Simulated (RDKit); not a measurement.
# UFF run of CH4F2OSi (SMILES OC[SiH](F)F)

We compute a geometry optimisation of CH4F2OSi. Input form: a Python script.

The calculation is run with RDKit 2026.09.1.

**1. The molecule**

CH4F2OSi has 9 atoms, charge 0, and is taken as a singlet. SMILES: `OC[SiH](F)F`. The shape is that of a GFN2-xTB optimisation. This is one conformer, not always the lowest. The run starts from this shape.

Bond lengths: O1–C2 1.421 Å, C2–Si3 1.903 Å, Si3–F4 1.593 Å, Si3–F5 1.602 Å, O1–H6 0.963 Å, C2–H7 1.098 Å, C2–H8 1.091 Å, Si3–H9 1.440 Å. Some angles: O1–C2–Si3 111.2°, C2–Si3–F4 110.9°, C2–Si3–F5 106.4°, F4–Si3–F5 101.4°, O1–C2–H7 110.1°, O1–C2–H8 105.1°, Si3–C2–H7 111.9°, Si3–C2–H8 111.5°, C2–O1–H6 109.2°, C2–Si3–H9 118.1°.

**2. A geometry optimisation at UFF**

File mol.xyz:

```xyz
9

O      0.130480    -0.835050    -1.510710
C      0.499460    -0.758490    -0.141010
Si    -0.440950     0.636810     0.748050
F     -2.014510     0.471100     0.560120
F     -0.161850     1.973800    -0.088990
H      0.297010     0.015620    -1.930980
H      1.587120    -0.641260    -0.049830
H      0.252450    -1.736800     0.275160
H     -0.149210     0.874270     2.138180
```

File run.py:

```python
import json
import numpy as np
from rdkit import Chem
from rdkit.Chem import AllChem
from rdkit.Chem import rdDetermineBonds

mol = Chem.MolFromXYZFile("mol.xyz")
rdDetermineBonds.DetermineBonds(mol, charge=0)
print("perceived SMILES:", Chem.MolToSmiles(Chem.RemoveHs(mol)))
symbols = [a.GetSymbol() for a in mol.GetAtoms()]
start = mol.GetConformer().GetPositions().copy()

ff = AllChem.UFFGetMoleculeForceField(mol)
e0 = ff.CalcEnergy()
print(f"start   E = {e0:.5f} kcal/mol")
path, flag, n = [], 1, 0
while flag and n < 2000:
    flag = ff.Minimize(maxIts=20, forceTol=0.0001)
    n += 20
    path.append((n, ff.CalcEnergy(), mol.GetConformer().GetPositions().tolist()))
    print(f"{n:5d}   E = {path[-1][1]:.5f} kcal/mol")
print("converged" if flag == 0 else "iteration limit reached")
final = mol.GetConformer().GetPositions()
for a, p in zip(symbols, final):
    print(f"{a:<2} {p[0]:11.5f} {p[1]:11.5f} {p[2]:11.5f}")
print(f"energy gained {e0 - path[-1][1]:.4f} kcal/mol")
json.dump(dict(symbols=symbols, start=start.tolist(), start_energy=e0, energy=path[-1][1], final=final.tolist(), path=path, success=flag == 0), open("results.json", "w"))
```

On the command line:

```sh
$ python run.py
```

**Question.** What will come out? Wanted: steric energy.

Answer, from the run:

Level: UFF.

| quantity | value |
| --- | --- |
| steric energy (arbitrary zero) | 0.00127 Eh |

What this shows: At the final geometry: Bond lengths: O1–C2 1.400 Å, C2–Si3 1.872 Å, Si3–F4 1.686 Å, Si3–F5 1.686 Å, O1–H6 0.993 Å, C2–H7 1.113 Å, C2–H8 1.109 Å, Si3–H9 1.470 Å. Some angles: O1–C2–Si3 110.2°, C2–Si3–F4 109.5°, C2–Si3–F5 109.6°, F4–Si3–F5 109.5°, O1–C2–H7 110.8°, O1–C2–H8 109.0°, Si3–C2–H7 109.8°, Si3–C2–H8 108.6°, C2–O1–H6 106.6°, C2–Si3–H9 109.4°. The optimisation took 100 steps and changed the energy by -0.396 eV.
